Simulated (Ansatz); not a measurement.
# H₆N₃STa: basis-set convergence

The task here is to estimate one member of a computed series from the others.

Method: one geometry, several basis sets; program: Ansatz 0.2.0, Gaussian basis.

Plan: PBE0-D4/def2-SVP; ωB97M-V/def2-SVP; PBE0-D4/def2-QZVPP; ωB97M-V/def2-QZVPP; the functionals' def2-TZVPP values are taken from earlier runs.

## Structure used throughout

An earlier PBE0-D4 in a triple-zeta def2 set relaxation fixed the geometry. Ta takes the def2 core potential; no spin-orbit term is included.

SMILES `[NH2][Ta]([NH2])([NH2])=[S]`, 11 atoms, charge 0, spin multiplicity 1.

Atoms are counted from 1 here; the program's logs count them from 0.

Bond lengths: N1–Ta2 1.977 Å, N1–H6 1.010 Å, N1–H7 1.010 Å, Ta2–N3 1.977 Å, Ta2–N4 1.977 Å, Ta2–S5 2.177 Å, N3–H8 1.010 Å, N3–H9 1.010 Å, N4–H10 1.010 Å, N4–H11 1.010 Å. Angles: Ta2–N1–H6 124.2°, Ta2–N1–H7 124.3°, H6–N1–H7 110.1°, N1–Ta2–N3 108.5°, N1–Ta2–N4 108.5°, N1–Ta2–S5 110.4°, N3–Ta2–N4 108.5°, N3–Ta2–S5 110.4°, N4–Ta2–S5 110.4°, Ta2–N3–H8 124.2°, Ta2–N3–H9 124.3°, H8–N3–H9 110.1°, Ta2–N4–H10 124.2°, Ta2–N4–H11 124.3°, H10–N4–H11 110.1°.

Geometry (Å):

| atom | x (Å) | y (Å) | z (Å) |
| --- | --- | --- | --- |
| N1 | -1.6720 | 0.7998 | 0.1701 |
| Ta2 | 0.2328 | 0.2777 | 0.2659 |
| N3 | 0.3428 | -1.5656 | 0.9732 |
| N4 | 0.9799 | 0.2924 | -1.5649 |
| S5 | 1.3337 | 1.6503 | 1.5470 |
| H6 | -2.0199 | 1.7207 | 0.3952 |
| H7 | -2.4385 | 0.1451 | 0.1097 |
| H8 | 0.5776 | -1.7935 | 1.9285 |
| H9 | 0.3927 | -2.3935 | 0.3972 |
| H10 | 1.9081 | 0.6158 | -1.7963 |
| H11 | 0.4281 | 0.1937 | -2.4049 |

The first run:

The input, in.yaml:

```yaml
crystal:
  periodic: [false, false, false]
  atoms:
    - {symbol: N, position_ang: [-1.672001, 0.799779, 0.170079]}
    - {symbol: Ta, position_ang: [0.232821, 0.277694, 0.265861]}
    - {symbol: N, position_ang: [0.342835, -1.565586, 0.973188]}
    - {symbol: N, position_ang: [0.979861, 0.292428, -1.564932]}
    - {symbol: S, position_ang: [1.333683, 1.650321, 1.547021]}
    - {symbol: H, position_ang: [-2.019851, 1.720653, 0.395168]}
    - {symbol: H, position_ang: [-2.438532, 0.145133, 0.109699]}
    - {symbol: H, position_ang: [0.577599, -1.793529, 1.928491]}
    - {symbol: H, position_ang: [0.392732, -2.393536, 0.397182]}
    - {symbol: H, position_ang: [1.908084, 0.615790, -1.796261]}
    - {symbol: H, position_ang: [0.428070, 0.193654, -2.404899]}
basis:
  gaussian: {orbitals: def2-SVP}
hamiltonian: {xc: pbe0, dispersion: d4}
output: {orbitals: {seedname: orbitals}}
```

Run with:

```console
$ ansatz run in.yaml --threads 4 --pin off --events-out ev --progress --plain --max-ram 11315MiB
```

Among the steps run: PBE0-D4 in def2-SVP; ωB97M-V in def2-SVP; PBE0-D4 in def2-QZVPP; ωB97M-V in def2-QZVPP.

One of the session's tables, all rows but one given; the rest of the session is left out.

It belongs to the step «Density functionals: the series». 

```
functional       basis  HOMO (eV)
   PBE0-D4    def2-SVP      -6.83
   PBE0-D4  def2-TZVPP      -6.89
   PBE0-D4  def2-QZVPP      -6.94
   ωB97M-V    def2-SVP      -8.93
   ωB97M-V  def2-TZVPP          ?
   ωB97M-V  def2-QZVPP      -9.08
```

Estimate the missing values for ωB97M-V, def2-TZVPP.

**Answer.** HOMO (eV): -9.01. In the column «HOMO (eV)» it lies between ωB97M-V, def2-QZVPP (-9.08) and ωB97M-V, def2-SVP (-8.93).
